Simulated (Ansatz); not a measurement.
**GeHBr (singlet): wave-function methods side by side, cc-pVDZ**

Aim: climb from Hartree-Fock through coupled cluster and multireference methods for GeHBr (singlet) at one geometry and basis, and see what each rung misses.

Method: cc-pVDZ, core rule «outside noble gas», up to 28 orbitals frozen; program: Ansatz 0.2.0, Gaussian basis.

The runs, in order: UHF; CCSD(T) on RHF; BCCD(T) on RHF; CISD; CCSDT(Q) on RHF; CCSDTQ on RHF; CASSCF and MRCISD+Q, 12 electrons in 9 orbitals; CASSCF and NEVPT4(SD), 12 electrons in 9 orbitals; CASSCF and NEVPT2, 12 electrons in 9 orbitals.

3 further runs of the same task are left out: 3 set aside as unsound or not needed.

## (1) What is computed

The geometry is a PBE0/def2-TZVP stationary point (not a proven minimum). No spin-orbit coupling is included. The filled d shell of Ge, Br may be among the frozen orbitals whatever the setting's name suggests; the logs give the count.

3 atoms, charge 0, spin multiplicity 1.

Atoms are counted from 1 here; the program's logs count them from 0.

Bond lengths: Ge1–Br2 2.339 Å, Ge1–H3 1.598 Å. Angles: Br2–Ge1–H3 93.3°.

As a file:

```xyz
3
BrGeH
Ge    0.0000   -0.0382    1.2160
Br    0.0000    0.0151   -1.1224
H     0.0000    1.5551    1.3441
```

## (2) UHF

File in.yaml:

```yaml
crystal:
  periodic: [false, false, false]
  atoms:
    - {symbol: Ge, position_ang: [0.000000, -0.038171, 1.216039]}
    - {symbol: Br, position_ang: [0.000000, 0.015084, -1.122445]}
    - {symbol: H, position_ang: [0.000000, 1.555115, 1.344104]}
basis:
  gaussian: {orbitals: cc-pVDZ}
magnetization: {spin_polarized: true, initial_magnetization: 0}
hamiltonian: {xc: hf}
output: {orbitals: {seedname: orbitals}}
```

Launch:

```bash
$ ansatz run in.yaml --threads 1 --pin off --events-out ev --progress --plain --max-ram 4096MiB --backend cpu
```

Further steps of the session: CCSD(T) on RHF; BCCD(T) on RHF; CISD; CCSDT(Q) on RHF; CCSDTQ on RHF; CASSCF and MRCISD+Q, 12 electrons in 9 orbitals; CASSCF and NEVPT4(SD), 12 electrons in 9 orbitals; CASSCF and NEVPT2, 12 electrons in 9 orbitals.

Q: Predict the results of all the runs planned. Wanted: RCCSDTQ from the RHF energy; RMP2 from RCCSDTQ; RCCSD from RCCSDTQ; RCCSD(T) from RCCSDTQ; RCCSDT(Q) from RCCSDTQ; NEVPT2 valence from RCCSDTQ; NEVPT4(SD) valence from RCCSDTQ; MRCISD+Q valence from RCCSDTQ; T1 diagnostic.

The runs gave:

| quantity | value |
| --- | --- |
| RCCSDTQ from the RHF energy | -6.0999 eV |
| RMP2 from RCCSDTQ | +21.82 kcal/mol |
| RCCSD from RCCSDTQ | +4.13 kcal/mol |
| RCCSD(T) from RCCSDTQ | +0.77 kcal/mol |
| RCCSDT(Q) from RCCSDTQ | -0.01 kcal/mol |
| NEVPT2 valence from RCCSDTQ | +24.81 kcal/mol |
| NEVPT4(SD) valence from RCCSDTQ | +2.64 kcal/mol |
| MRCISD+Q valence from RCCSDTQ | +0.66 kcal/mol |
| levels within 1 kcal/mol (43 meV) | RCCSD(T), BCCD(T), RCCSDT, RCCSDT(Q), MRCISD+Q valence |
| T1 diagnostic | 0.016 |
| effectively unpaired electrons | 0.04 |

RCCSD(T) misses by +0.77 kcal/mol, 0.5 % of the correlation energy. One determinant dominates. Of the multireference levels listed MRCISD+Q valence comes nearest in total energy (+0.66 kcal/mol), which doesn't show that its space is the better one. These misses are within one basis, not against nature.
